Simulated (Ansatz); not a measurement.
# SrVO3 (Pm-3m): seeking the equilibrium cell

Aim: the volume at which the pressure of SrVO3 (Pm-3m) vanishes.

Program: Ansatz 0.2.0. Level of theory: DFT PBE+U (U_eff = 3.2 eV on V 3d), scalar-relativistic, plane waves, PAW. These are calculated values, not measurements.

## Step 1: The system as given

The structure is cubic, space group Pm-3m (No. 221). Conventional cell: a = 3.841 Å, b = 3.841 Å, c = 3.841 Å, α = 90.00°, β = 90.00°, γ = 90.00°. Sr (site symmetry m-3m) is surrounded by 12 O at 2.72 Å. V (site symmetry m-3m) is surrounded by 6 O at 1.92 Å. O (site symmetry 4/mmm) is surrounded by 2 V at 1.92 Å and 4 Sr at 2.72 Å.

Structure file:

```xyz
5
Lattice="3.8409 0.0000 0.0000 0.0000 3.8409 0.0000 0.0000 0.0000 3.8409" Properties=species:S:1:pos:R:3 pbc="T T T"
Sr    1.9204    1.9204    1.9204
V     0.0000    0.0000    0.0000
O     1.9204    0.0000    0.0000
O     0.0000    1.9204    0.0000
O     0.0000    0.0000    1.9204
```

Starting moments: V 1.00 μB.

## Step 2: First run, at the start cell

Input file input.yaml:

```yaml
crystal:
  lattice:
    - [3.8409, 0.0, 0.0]
    - [0.0, 3.8409, 0.0]
    - [0.0, 0.0, 3.8409]
  atoms:
    - { symbol: Sr, position: [0.5, 0.5, 0.5] }
    - { symbol: V, position: [0.0, 0.0, 0.0], spin: 1.0 }
    - { symbol: O, position: [0.5, 0.0, 0.0] }
    - { symbol: O, position: [0.0, 0.5, 0.0] }
    - { symbol: O, position: [0.0, 0.0, 0.5] }
basis:
  ecutwfc: 420
  ecutrho_ratio: 4
kpoints:
  mp_grid: { grid: [4, 4, 4] }
hamiltonian:
  xc: pbe
  hubbard: { sites: [{ species: V, l: d, u_eff: 3.25 }] }
scf:
  occupations: { method: gaussian, width: 0.05 }
output:
  forces: true
  stress: true
  eigenvalues: true
  populations: true
  hubbard: { sites: [{ species: V, l: d }] }
magnetization:
  spin_polarized: true
```

On the command line:

```bash
$ ansatz run input.yaml --threads 8 --pin off --max-ram 22528MiB --backend cpu --events-out ev --progress --plain --runs-dir out
```

Further steps of the session: The same volume, run 2; A new volume, run 3; Next volume, run 4; The same volume, run 5; A new volume, run 6; Next volume, run 7.

Q: Predict the outcome of this session. Wanted: volume; pressure; conventional cell; gap on the mesh; moments in the spheres.

**Answer**, as computed:

```
              quantity                                                                      value
                volume                                                             11.800 Å³/atom
              pressure                                                                   0.00 GPa
     conventional cell  a = 3.893 Å, b = 3.893 Å, c = 3.893 Å, α = 90.00°, β = 90.00°, γ = 90.00°
       gap on the mesh                                                               none (metal)
moments in the spheres                                                                  V 0.85 μB
```

The volume went from 11.33 to 11.80 Å³/atom (+4.1 %), where 0.00 GPa is left. Only the order of the starting moments is followed; others weren't tried in this session. Open d and f shells can converge to several self-consistent states; these numbers belong to the ones reached here.
